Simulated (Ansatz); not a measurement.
The system is NbTe.

```
CELL_PARAMETERS angstrom
3.70297 0.00000 0.00000
-1.85149 3.20687 0.00000
0.00000 0.00000 3.69421
ATOMIC_POSITIONS crystal
Te 0.66667 0.33333 0.00000
Nb 0.00000 0.00000 0.50000
```

The cell comes from a database or a generator and needn't be the stable form of this composition.

Base run:

| Property | Result |
| --- | --- |
| Program | Ansatz 0.2.0 |
| Functional | LDA |
| Potentials or basis | Ansatz PAW |
| Cutoff | 420 eV (not typed: the program's choice for these potentials) |
| k mesh | 8 × 8 × 7 |
| Occupations | fermi-dirac, width 0.05 eV |
| Spin | no spin polarisation |

Its results: band gap on the k mesh none (metal or under the smearing width); pressure -7.5 GPa.

Question: The run is repeated on the same cell with these changes: hubbard terms from none to Nb d U = 5 eV; hubbard projectors from none to ortho-atomic (the default). What comes out?

Answer: Band gap on the k mesh none (metal or under the smearing width); pressure -6.2 GPa.

Caveats: spin-orbit coupling is left out, which moves the levels of the heavy elements; the PAW data sets come from PBE, with cores solved anew for the run's functional, which leaves a small shift of forces and pressure; U without spin polarisation on a metal has little footing (some runs); the U is typed as a test and isn't derived for this compound (some runs).
